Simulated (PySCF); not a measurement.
# Ru³⁸⁺: dipole response in even-tempered 19s12p6d5f4g

Aim: the static polarisability and the C₆ coefficient of Ru³⁸⁺, method by method.

Method: unrestricted determinants in a Gaussian basis, no spin-orbit coupling in the energies. Code: PySCF 2.14.0.

## (1) Starting point

| Item | Value |
| --- | --- |
| Element | ruthenium (Z = 44) |
| Basis | an even-tempered Gaussian basis (19 s from 15 bohr⁻², ratio 2.2; 12 p from 19 bohr⁻², ratio 2.2; 6 d from 75 bohr⁻², ratio 2.4; 5 f from 110 bohr⁻², ratio 2.4; 4 g from 170 bohr⁻², ratio 2.4) |
| Hamiltonian | scalar relativity by spin-free X2C-1e |
| State 1 | Ru³⁸⁺: [He] 2s2 2p2, high-spin 3P determinant |
| Methods | UHF, PBE0 |

Outer shells as boxes (Hund's rule):

Ru38+ [He] 2s2 2p2
```
[He] core
2s [↑↓]
2p [↑ ][↑ ][  ]
```

One driver process ran all states and methods and kept the integrals in memory. Each run is shown as the PySCF script that is equivalent to it; the logs are those of the runs themselves. The driver starts from symmetry-adapted Hartree-Fock orbitals, holds the occupation by maximum overlap and uses a logarithmic radial grid for functionals, so a plain start would take other cycles.

The driver's launch:

```
$ OMP_NUM_THREADS=1 python atomrun2.py TASK.json OUT
```

The integrals over 156 functions and the set-up took 1.4 s of CPU time.

## (2) Ru³⁸⁺, method by method

#### UHF

Input file input.py:

```python
from pyscf import gto, scf, dft, mp, cc
mol = gto.M(atom="Ru 0 0 0", charge=38, spin=2, symmetry="D2h",
            basis=gto.etbs([(0, 19, 15, 2.2), (1, 12, 19, 2.2), (2, 6, 75, 2.4), (3, 5, 110, 2.4), (4, 4, 170, 2.4)]),
            nucmod="G")
mf = scf.UHF(mol).sfx2c1e()
mf.irrep_nelec = {'Ag': (2, 2), 'B1u': (1, 0), 'B2u': (1, 0)}
mf.kernel()
```

Log:

```text
damping factor = 0
level_shift factor = 0
DIIS = <class 'pyscf.scf.diis.CDIIS'>
diis_start_cycle = 1
diis_space = 10
diis_damp = 0
SCF conv_tol = 1e-09
SCF conv_tol_grad = None
number electrons alpha = 4  beta = 2
cycle= 1 E= -2834.26377373867  delta_E= -0.00431  |g|= 0.0332  |ddm|= 0.00461
cycle= 2 E= -2834.26377912989  delta_E= -5.39e-06  |g|= 0.00123  |ddm|= 0.00019
cycle= 3 E= -2834.26377913768  delta_E= -7.79e-09  |g|= 3.97e-06  |ddm|= 7.75e-06
cycle= 4 E= -2834.26377913767  delta_E= 4.55e-13  |g|= 2.04e-08  |ddm|= 2.18e-08
converged SCF energy = -2834.26377913767  <S^2> = 2.0000734  2S+1 = 3.0000489
```

It took 71 s on 1 thread of Neoverse-V1, shared host, the integrals not counted.

The occupied shells:

```csv
shell,electrons,mean orbital energy (eV),spread (eV),rms radius (bohr)
1s α,1,-25262.7,0,0.0382
1s β,1,-25226.4,0,0.0382
2s α,1,-5825.8,0,0.150
2s β,1,-5755.0,0,0.150
2p α,2,-5583.4,0,0.130
```

⟨S²⟩ = 2.000, ⟨L²⟩ = 2.00.

The driver then solved the coupled dipole response at imaginary frequencies: mean α = 0.001407 bohr³ (xx, yy, zz: 0.001815, 0.001203, 0.001203), C₆ = 1.939e-05 au for a like pair.

Spin-orbit coupling is strong in this species (close to jj coupling), so the high-spin LS determinant is a model state, not a physical level.

#### PBE0

input.py differs from the last one in:

```diff
@@ -4,3 +4,3 @@
             nucmod="G")
-mf = scf.UHF(mol).sfx2c1e()
+mf = dft.UKS(mol, xc="PBE0").sfx2c1e()
 mf.irrep_nelec = {'Ag': (2, 2), 'B1u': (1, 0), 'B2u': (1, 0)}
```

Log:

```text
damping factor = 0
level_shift factor = 0
DIIS = <class 'pyscf.scf.diis.CDIIS'>
diis_start_cycle = 1
diis_space = 10
diis_damp = 0
SCF conv_tol = 1e-09
SCF conv_tol_grad = None
number electrons alpha = 4  beta = 2
XC functionals = PBE0
    C. Adamo and V. Barone.,  J. Chem. Phys. 110, 6158 (1999)
    M. Ernzerhof and G. E. Scuseria.,  J. Chem. Phys. 110, 5029 (1999)
cycle= 1 E= -2834.31721933237  delta_E= -0.00475  |g|= 0.0164  |ddm|= 0.00792
cycle= 2 E= -2834.31722030682  delta_E= -9.74e-07  |g|= 0.000317  |ddm|= 9.04e-05
cycle= 3 E= -2834.31722030727  delta_E= -4.48e-10  |g|= 1.95e-06  |ddm|= 1.89e-06
converged SCF energy = -2834.31722030727  <S^2> = 2.0000351  2S+1 = 3.0000234
```

Time after the integrals: 79 s (1 thread of Neoverse-V1, shared host).

The driver then solved the coupled dipole response at imaginary frequencies: mean α = 0.001383 bohr³ (xx, yy, zz: 0.001803, 0.001174, 0.001174), C₆ = 1.893e-05 au for a like pair.

Radial density 4πr²ρ of Ru³⁸⁺ at UHF, without picture-change correction:

```csv
r (bohr),density,spin density
0.000461,0.369,0.000
0.000775,0.890,0.000
0.00130,2.11,0.000
0.00219,4.87,0.001
0.00369,10.7,0.003
0.00621,21.7,0.020
0.0104,38.0,0.116
0.0176,52.2,0.615
0.0295,48.0,2.714
0.0497,28.7,8.659
0.0836,29.1,15.870
0.141,26.2,11.358
0.236,4.49,1.668
0.398,0.0482,0.017
```

## (3) Polarisabilities and C₆

Ru³⁸⁺, in atomic units:

```csv
method,mean α,C₆ (like pair),S(−4)
UHF,0.001407,1.939e-05,1.347e-05
PBE0,0.001383,1.893e-05,1.301e-05
```

α(iu) at PBE0:

```csv
u (hartree),α(iu) (bohr³)
0,0.001383
1.00,0.001370
2.00,0.001333
4.00,0.001205
6.00,0.001045
8.00,0.0008877
10.0,0.0007519
15.0,0.0005165
20.0,0.0003855
30.0,0.0002626
50.0,0.0001804
```

## (4) Outcome

| quantity | value |
| --- | --- |
| α of Ru³⁸⁺ | 0.001383 (PBE0) to 0.001407 (UHF) bohr³ |

What this shows: A single London oscillator with the computed α and C₆ of Ru³⁸⁺ at UHF would have ω = 4 C₆ / (3 α²) = 13.1 hartree. The basis is finite, and no extrapolation was made.
